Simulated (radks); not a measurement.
# Ionisation of Cs⁺: one atom, several choices of exchange strength α

How much does the choice of exchange strength α matter for taking an electron from Cs⁺? Both Cs⁺ ([Xe]) and Cs²⁺ ([Kr] 4d10 5s2 5p5) are run for each choice.

The numbers are computed with radks (a radial shooting solver on a logarithmic mesh, Libxc functionals) version 1 (scalar-relativistic Kohn-Sham, spin-polarised, spherical densities, finite nucleus; open shells are filled with parallel spins first), except any that are marked as measured or tabulated.

### Step 1. What is computed

- element: caesium (Z = 55)
- charge: +1
- electrons: 54
- configuration: [Xe]
- ion: Cs²⁺, [Kr] 4d10 5s2 5p5
- choices: α = 0.637; α = 0.667; α = 0.691; α = 0.776; α = 0.914

Outer shells as boxes (Hund's rule):

Cs⁺
```
[Kr] core
4d [↑↓][↑↓][↑↓][↑↓][↑↓]
5s [↑↓]
5p [↑↓][↑↓][↑↓]
```

Cs²⁺
```
[Kr] core
4d [↑↓][↑↓][↑↓][↑↓][↑↓]
5s [↑↓]
5p [↑↓][↑↓][↑ ]
```

### Step 2. α = 0.637: Cs⁺

The run's settings:

```text
Z 55
configuration [Xe]
relativity scalar-relativistic
functional xalpha 0.637
spin polarised
nucleus finite rms 4.8041 fm
c 137.035999084
```

### Step 3. α = 0.637: Cs²⁺

Changes since step 2:

```diff
@@ -1,3 +1,3 @@
 Z 55
-configuration [Xe]
+configuration [Kr] 4d10 5s2 5p5
 relativity scalar-relativistic
```

### Step 4. α = 0.667: Cs⁺

The run's settings:

```text
Z 55
configuration [Xe]
relativity scalar-relativistic
functional xalpha 0.667
spin polarised
nucleus finite rms 4.8041 fm
c 137.035999084
```

### Step 5. α = 0.667: Cs²⁺

Changes since step 4:

```diff
@@ -1,3 +1,3 @@
 Z 55
-configuration [Xe]
+configuration [Kr] 4d10 5s2 5p5
 relativity scalar-relativistic
```

### Step 6. α = 0.691: Cs⁺

The run's settings:

```text
Z 55
configuration [Xe]
relativity scalar-relativistic
functional xalpha 0.691
spin polarised
nucleus finite rms 4.8041 fm
c 137.035999084
```

### Step 7. α = 0.691: Cs²⁺

Changes since step 6:

```diff
@@ -1,3 +1,3 @@
 Z 55
-configuration [Xe]
+configuration [Kr] 4d10 5s2 5p5
 relativity scalar-relativistic
```

### Step 8. α = 0.776: Cs⁺

The run's settings:

```text
Z 55
configuration [Xe]
relativity scalar-relativistic
functional xalpha 0.776
spin polarised
nucleus finite rms 4.8041 fm
c 137.035999084
```

### Step 9. α = 0.776: Cs²⁺

Changes since step 8:

```diff
@@ -1,3 +1,3 @@
 Z 55
-configuration [Xe]
+configuration [Kr] 4d10 5s2 5p5
 relativity scalar-relativistic
```

### Step 10. α = 0.914: Cs⁺

The run's settings:

```text
Z 55
configuration [Xe]
relativity scalar-relativistic
functional xalpha 0.914
spin polarised
nucleus finite rms 4.8041 fm
c 137.035999084
```

### Step 11. α = 0.914: Cs²⁺

Changes since step 10:

```diff
@@ -1,3 +1,3 @@
 Z 55
-configuration [Xe]
+configuration [Kr] 4d10 5s2 5p5
 relativity scalar-relativistic
```

Q: Predict the outcome of this session. Wanted: for each run, exchange strength α; E(Cs⁺); Δ-SCF; −ε(HOMO); <r> HOMO; error.

**Answer**, as computed:

```tsv
exchange strength α	E(Cs⁺) (hartree)	Δ-SCF (eV)	−ε(HOMO) (eV)	<r> HOMO (bohr)	error (eV)
α = 0.637	-7767.0812	21.817	17.091	2.095	-1.34
α = 0.667	-7775.2188	22.225	17.485	2.084	-0.93
α = 0.691	-7781.7346	22.554	17.803	2.075	-0.60
α = 0.776	-7804.8528	23.738	18.951	2.044	+0.58
α = 0.914	-7842.5225	25.720	20.881	1.998	+2.56
```

The NIST Atomic Spectra Database lists 23.157 eV (measured). Nearest is α = 0.776 (+0.58 eV off), farthest α = 0.914 (+2.56 eV). The ionisation energies span 3.90 eV, the total energies of Cs⁺ 2053 eV: most of the change in the total cancels in the difference. α = 2/3 is LDA exchange; there is no correlation term. The tabulated value is met near α = 0.73. Open shells are spherical and high-spin; term and fine-structure splittings are not resolved. Spin-orbit splitting is averaged out at the scalar-relativistic level.
